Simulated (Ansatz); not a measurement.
# Si(OMe)2 (C₂H₆O₂Si): geometry, orbitals and charge

What does Si(OMe)2 (C₂H₆O₂Si) look like as a singlet, and where do its frontier electrons sit?

Method: RKS PBE0-D4/def2-TZVP; program: Ansatz 0.2.0, Gaussian basis.

Levels to be run: relaxation at PBE-D4/def2-SVP; a search for the lowest solution at PBE0-D4/def2-SVP; a single point at PBE0-D4/def2-TZVP.

## 1. The system as given

11 atoms, charge 0, spin multiplicity 1.

Atoms are counted from 1 here; the program's logs count them from 0.

Bond lengths: Si1–O2 1.634 Å, Si1–O7 1.634 Å, O2–C3 1.382 Å, C3–H4 1.095 Å, C3–H5 1.091 Å, C3–H6 1.094 Å, O7–C8 1.382 Å, C8–H9 1.095 Å, C8–H10 1.091 Å, C8–H11 1.095 Å. Angles: O2–Si1–O7 94.0°, Si1–O2–C3 128.3°, O2–C3–H4 111.0°, O2–C3–H5 108.4°, O2–C3–H6 111.2°, H4–C3–H5 108.9°, H4–C3–H6 108.3°, H5–C3–H6 109.0°, Si1–O7–C8 128.0°, O7–C8–H9 111.1°, O7–C8–H10 108.4°, O7–C8–H11 111.1°, H9–C8–H10 109.0°, H9–C8–H11 108.2°, H10–C8–H11 109.0°.

The start is a GFN2-xTB geometry.

## 2. Relaxation at PBE-D4/def2-SVP

Input file in.yaml:

```yaml
crystal:
  periodic: [false, false, false]
  atoms:
    - {symbol: Si, position_ang: [0.001870, 0.034960, -0.830360]}
    - {symbol: O, position_ang: [1.194050, -0.040740, 0.284000]}
    - {symbol: C, position_ang: [2.559230, -0.087790, 0.076140]}
    - {symbol: H, position_ang: [2.847600, -1.018810, -0.422260]}
    - {symbol: H, position_ang: [3.056450, -0.036510, 1.045730]}
    - {symbol: H, position_ang: [2.895150, 0.750280, -0.541850]}
    - {symbol: O, position_ang: [-1.194960, 0.041380, 0.282800]}
    - {symbol: C, position_ang: [-2.559390, 0.081260, 0.065470]}
    - {symbol: H, position_ang: [-2.845550, 0.986190, -0.479880]}
    - {symbol: H, position_ang: [-3.063070, 0.076220, 1.033460]}
    - {symbol: H, position_ang: [-2.891360, -0.786430, -0.513250]}
basis:
  gaussian: {orbitals: def2-SVP}
hamiltonian: {xc: pbe, dispersion: d4}
scf: {omitted_lower_state_checks: [starts]}
output: {orbitals: {seedname: orbitals}}
relax: {f_tol: 0.02, max_steps: 100}
```

Run with:

```
$ ansatz run in.yaml --threads 4 --pin off --events-out ev --progress --plain --max-ram 3916MiB
```

After this run come: Searching for the lowest solution, PBE0-D4/def2-SVP; Single point, PBE0-D4/def2-TZVP.

Before running them: what should the planned runs give, taken together? Wanted: point group; commonest bond, hydrogen aside; HOMO, LUMO at PBE0-D4/def2-TZVP; dipole at PBE-D4/def2-SVP.

As calculated:

| quantity | value |
| --- | --- |
| point group | C2v |
| commonest bond, hydrogen aside | O–Si, 2 of mean length 1.688 Å |
| HOMO, LUMO at PBE0-D4/def2-TZVP | -6.89, -1.24 eV |
| dipole at PBE-D4/def2-SVP | 0.71 D |

The molecule keeps its bonding pattern by the stored test; the atoms moved 0.29 Å (rms). No usable vibrations, so a minimum isn't proven.
